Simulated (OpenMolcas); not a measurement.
# One shape, several levels: [GeH5]− (SMILES [H][Ge-]([H])([H])([H])[H])

Aim: a comparison of 6 runs (HF/STO-3G, HF/3-21G, HF/def2-SVP, B3LYP/6-31G*, CCSD/def2-SVP) of [GeH5]−. 

Program for the calculation: OpenMolcas 26.06.

2 further runs of the same task are left out: 2 set aside as unsound or not needed.

## (1) The structure to begin with

The species is [GeH5]− (6 atoms), meant as a singlet with charge -1. SMILES: `[H][Ge-]([H])([H])([H])[H]`. Geometry: a GFN2-xTB relaxation, a rough one for these elements and not checked as a minimum.

Bond lengths: Ge1–H2 1.762 Å, Ge1–H3 1.782 Å, Ge1–H4 1.515 Å, Ge1–H5 1.514 Å, Ge1–H6 1.514 Å. Angles: H2–Ge1–H3 179.8°, H2–Ge1–H4 90.4°, H2–Ge1–H5 90.0°, H2–Ge1–H6 90.3°, H3–Ge1–H4 89.6°, H3–Ge1–H5 89.8°, H3–Ge1–H6 89.8°, H4–Ge1–H5 120.0°, H4–Ge1–H6 120.0°, H5–Ge1–H6 120.0°.

## (2) Energy and gradient at HF/STO-3G (run 1)

File run.inp:

```
* GeH5 Hartree-Fock
>>> EXPORT MOLCAS_PRINT=2

&gateway
  baslib=$CurrDir
  coord
  6
  angstrom
  Ge       0.000170      -0.001050       0.006590
  H       -0.023480      -0.005740       1.768690
  H        0.022000       0.009450      -1.774870
  H        1.514900       0.010990       0.015670
  H       -0.767040       1.304120       0.000050
  H       -0.746540      -1.317780      -0.016130
  basis=STO-3G
  group=NoSym

&seward

&scf
  charge=-1
  thresholds=1e-10 1e-07 1e-07 1e-05
  prorbitals=1 1

&alaska
```

The basis set STO-3G is read from a file made from the Basis Set Exchange's data (not shown).

The run is started by

```sh
$ export MOLCAS_MEM=1860
$ pymolcas run.inp > run.log
```

The log of the run:

```text
--- Start Module: gateway ---
[...]
--- Stop Module: gateway /rc=_RC_ALL_IS_WELL_ ---
[...]
      Basis functions           23
[...]
--- Start Module: scf ---
[...]
       Convergence after  12 Iterations
[...]
::    Total SCF energy                              -2054.3649199884
[...]
      Total spin, S                                     0.0000000000
[...]
      Total electronic charge=   38.000000
      Total            charge=   -1.000000
[...]
      Dipole Moment (debye):
      Origin of the operator (angstrom)=    0.0002   -0.0010    0.0061
                   X=  2.4585E-03               Y= -1.5843E-02               Z=  1.4257E-01           Total=  1.4347E-01
      Center of Charge (angstrom)
[...]
--- Stop Module: scf /rc=_RC_ALL_IS_WELL_ ---
--- Start Module: alaska ---
[...]
 *              Molecular gradients               *
 **************************************************
  Irreducible representation: a
 ------------------------------------------------------------------------------------------
                              X                       Y                       Z
 ------------------------------------------------------------------------------------------
  GE1              -5.82977459860062E-05   -6.29370224010221E-04    3.77972123768565E-03
  H2               -9.01909825131358E-04    3.31008090407987E-04    4.08652274745878E-02
  H3                6.73644495056427E-04    2.83850360741467E-04   -4.26823259599036E-02
  H4                1.91183274948088E-02    2.30906407728021E-04   -8.45606225567574E-04
  H5               -9.48146170672803E-03    1.61619712469907E-02   -1.81048349037285E-04
  H6               -9.35030271202741E-03   -1.63783658818613E-02   -9.35968177759233E-04
 ------------------------------------------------------------------------------------------
[...]
```

It took 2.7 s on 1 thread of Intel Xeon Platinum 8488C (Sapphire Rapids), shared host; peak memory 0.37 GiB.

## (3) Energy and forces at HF/3-21G (run 2)

File calc.inp:

```
* GeH5 Hartree-Fock

&GATEWAY
 BasLib=$CurrDir
 Coord
 6
 bohr
 Ge     0.00032125    -0.00198421     0.01245330
 H     -0.04437077    -0.01084703     3.34233970
 H      0.04157397     0.01785791    -3.35401821
 H      2.86274611     0.02076809     0.02961201
 H     -1.44949553     2.46442963     0.00009449
 H     -1.41075614    -2.49024329    -0.03048128
 Basis=3-21G
 Group=NoSym

&SEWARD

&SCF
 Charge=-1
 Thresholds=1e-10 1e-07 1e-07 1e-05
 PrOrbitals=1 1

&ALASKA
```

The basis set 3-21G is read from a file made from the Basis Set Exchange's data (not shown).

The run is started by

```sh
$ export MOLCAS_MEM=1860
$ pymolcas calc.inp > calc.log
```

The log of the run:

```text
--- Start Module: gateway ---
[...]
--- Stop Module: gateway /rc=_RC_ALL_IS_WELL_ ---
[...]
      Basis functions           32
[...]
--- Start Module: scf ---
[...]
       Convergence after  11 Iterations
[...]
::    Total SCF energy                              -2068.0984430128
[...]
      Total spin, S                                     0.0000000000
[...]
      Total electronic charge=   38.000000
      Total            charge=   -1.000000
[...]
      Dipole Moment (debye):
      Origin of the operator (angstrom)=    0.0002   -0.0010    0.0061
                   X=  9.2768E-04               Y= -1.4626E-02               Z=  1.4060E-01           Total=  1.4136E-01
      Center of Charge (angstrom)
[...]
--- Stop Module: scf /rc=_RC_ALL_IS_WELL_ ---
--- Start Module: alaska ---
[...]
 *              Molecular gradients               *
 **************************************************
  Irreducible representation: a
 ------------------------------------------------------------------------------------------
                              X                       Y                       Z
 ------------------------------------------------------------------------------------------
  GE1              -1.71447275180231E-04   -3.68187974588794E-04    1.89806146403083E-03
  H2               -1.94239605852894E-04    2.97230871433607E-04   -2.32683584430404E-03
  H3                7.44733193959041E-05    3.41056150213251E-05    8.80233116123286E-04
  H4               -2.01349218988787E-02   -9.56440277679674E-05   -6.02377462129882E-04
  H5                1.03926601259356E-02   -1.76670378463548E-02    1.36953344202405E-04
  H6                1.00334753345810E-02    1.77995333622620E-02    1.39653820758895E-05
 ------------------------------------------------------------------------------------------
[...]
```

Run time: 2.6 s. Hardware: 1 thread of Intel Xeon Platinum 8488C (Sapphire Rapids), shared host; peak memory 0.37 GiB.

## (4) Energy and gradient at HF/def2-SVP (run 3)

File run.input:

```
&GATEWAY
  BasLib = $CurrDir
  Coord
  6
  bohr
  Ge     0.00032125    -0.00198421     0.01245330
  H     -0.04437077    -0.01084703     3.34233970
  H      0.04157397     0.01785791    -3.35401821
  H      2.86274611     0.02076809     0.02961201
  H     -1.44949553     2.46442963     0.00009449
  H     -1.41075614    -2.49024329    -0.03048128
  Basis = def2-SVP
  Group = NoSym

&SEWARD

&SCF
  Charge = -1
  Thresholds = 1e-10 1e-07 1e-07 1e-05
  PrOrbitals = 0

&ALASKA
```

The basis set def2-SVP is read from a file made from the Basis Set Exchange's data (not shown).

The run is started by

```sh
$ export MOLCAS_MEM=1860
$ pymolcas run.input > run.log
```

The log of the run:

```text
--- Start Module: gateway ---
[...]
--- Stop Module: gateway /rc=_RC_ALL_IS_WELL_ ---
[...]
      Basis functions           57
[...]
--- Start Module: scf ---
[...]
       Convergence after  14 Iterations
[...]
::    Total SCF energy                              -2077.9051762174
[...]
      Total spin, S                                     0.0000000000
[...]
      Total electronic charge=   38.000000
      Total            charge=   -1.000000
[...]
      Dipole Moment (debye):
      Origin of the operator (angstrom)=    0.0002   -0.0010    0.0061
                   X=  6.0969E-04               Y= -1.3951E-02               Z=  1.4976E-01           Total=  1.5041E-01
      Center of Charge (angstrom)
[...]
--- Stop Module: scf /rc=_RC_ALL_IS_WELL_ ---
[...]
--- Start Module: alaska ---
[...]
 *              Molecular gradients               *
 **************************************************
  Irreducible representation: a
 ------------------------------------------------------------------------------------------
                              X                       Y                       Z
 ------------------------------------------------------------------------------------------
  GE1              -1.90452775615500E-04   -3.71106406973382E-04    1.51240144231270E-03
  H2               -2.32780905252319E-04    2.93116993013099E-04    3.22239401690627E-04
  H3                1.06743486422325E-04    4.66659319735933E-05   -1.54154211100943E-03
  H4               -1.74474258368189E-02   -7.94125736156906E-05   -5.26065603610321E-04
  H5                9.04090129010848E-03   -1.53705055919389E-02    1.95362663731494E-04
  H6                8.72301474116188E-03    1.54812416475689E-02    3.76042068849364E-05
 ------------------------------------------------------------------------------------------
[...]
```

Wall time 4.5 s (1 thread of Intel Xeon Platinum 8488C (Sapphire Rapids), shared host); peak memory 0.39 GiB.

Runs 4 to 5 aren't shown in full; the table further down has their settings and results.

## (5) The energy at CCSD/def2-SVP (run 6)

File job.inp:

```
&GATEWAY
 BasLib
 $CurrDir
 BasisSet
 Ge.def2-SVP....
 Ge1 0.000170 -0.001050 0.006590 angstrom
 End of Basis
 BasisSet
 H.def2-SVP....
 H2 -0.023480 -0.005740 1.768690 angstrom
 H3 0.022000 0.009450 -1.774870 angstrom
 H4 1.514900 0.010990 0.015670 angstrom
 H5 -0.767040 1.304120 0.000050 angstrom
 H6 -0.746540 -1.317780 -0.016130 angstrom
 End of Basis

&SEWARD

&SCF
 Charge
 -1
 Thresholds
 1e-10 1e-07 1e-07 1e-05
 PrOrbitals
 1 1

&RASSCF
 FileOrb
 $Project.ScfOrb
 Spin
 1
 Nactel
 0 0 0
 Inactive
 19
 Ras2
 0
 OutOrbitals
 Canonical
 OrbListing
 NoCore

&MOTRA
 JobIph
 Frozen
 9

&CCSDT
 CCSD
 Iterations
 80
 Accuracy
 1e-08
 Extrapolation
 5 4
```

The basis set def2-SVP is read from a file made from the Basis Set Exchange's data (not shown).

The run is started by

```sh
$ export MOLCAS_MEM=1860
$ pymolcas job.inp > job.log
```

The log of the run:

```text
--- Start Module: gateway ---
[...]
--- Stop Module: gateway /rc=_RC_ALL_IS_WELL_ ---
[...]
      Basis functions           57
[...]
       Convergence after  15 Iterations
[...]
::    Total SCF energy                              -2077.9051762176
[...]
      Total spin, S                                     0.0000000000
[...]
      Number of active orbitals                  0
[...]
      Spin quantum number                      0.0
[...]
      Active orbitals                            0
[...]
      Number of CSFs                             1
[...]
      Number of root(s) required                 1
[...]
      Convergence after  4 iterations
[...]
      Natural orbitals and occupation numbers for root  1
      ************************************************************************************************************************
      *                                                    Final results                                                     *
      ************************************************************************************************************************
[...]
::    RASSCF root number  1 Total energy:  -2077.90517622
[...]
      Total electronic charge=   38.000000
      Total            charge=   -1.000000
[...]
      Dipole Moment (debye):
      Origin of the operator (angstrom)=    0.0002   -0.0010    0.0061
                   X=  6.0971E-04               Y= -1.3951E-02               Z=  1.4976E-01           Total=  1.5041E-01
      Center of Charge (angstrom)
[...]
--- Start Module: motra ---
[...]
--- Stop Module: motra /rc=_RC_ALL_IS_WELL_ ---
--- Start Module: ccsdt ---
[...]
      Convergence after                    14  Iterations
      Total energy (diff) :   -2078.20390963      -0.00000001
[...]
--- Stop Module: ccsdt /rc=_RC_ALL_IS_WELL_ ---
[...]
```

Wall time 8.4 s (1 thread of Intel Xeon Platinum 8488C (Sapphire Rapids), shared host); peak memory 0.39 GiB.

## (6) The series

| run | level | integration grid | Cartesian functions | energy (Eh) | HOMO energy (eV) | LUMO energy (eV) | HOMO–LUMO gap (eV) | wall time |
| --- | --- | --- | --- | --- | --- | --- | --- | --- |
| 1 | HF/STO-3G | – | no | -2054.364920 | 2.45 | 21.51 | 19.05 | 2.7 s |
| 2 | HF/3-21G | – | no | -2068.098443 | -1.65 | 10.92 | 12.57 | 2.6 s |
| 3 | HF/def2-SVP | – | no | -2077.905176 | -2.02 | 10.46 | 12.48 | 4.5 s |
| 4 | B3LYP/6-31G* (spherical functions) | UltraFine | no | -2079.683870 | 1.10 | 7.19 | 6.09 | 14 s |
| 5 | B3LYP/6-31G* (Cartesian functions) | UltraFine | yes | -2079.689121 | 1.08 | 6.71 | 5.63 | 14 s |
| 6 | CCSD/def2-SVP | – | no | -2078.203910 | -2.02 | 10.46 | 12.48 | 8.4 s |

## (7) Summary of results

```
                                                    quantity           value
                                         run 6: total energy  -2078.20391 Eh
                  run 6: HOMO energy (Hartree–Fock orbitals)        -2.02 eV
                  run 6: LUMO energy (Hartree–Fock orbitals)        10.46 eV
run 6: HOMO–LUMO gap (to an unbound level, set by the basis)        12.48 eV
          run 6: correlation energy (9 core orbitals frozen)      -298.7 mEh
```

What this shows: Over runs 1, 2, 3, 4, 5 the HOMO–LUMO gap runs from 5.63 eV (B3LYP/6-31G*) to 19.05 eV (HF/STO-3G). The two ends differ in method and basis. The empty levels of an anion lie above zero and hang on the basis. In runs 1, 4, 5 the HOMO lies above zero, so the outermost electron may be held by the basis alone. In run 1 the basis is minimal, so the values are rough. All runs together took 46 s, the longest 14 s.
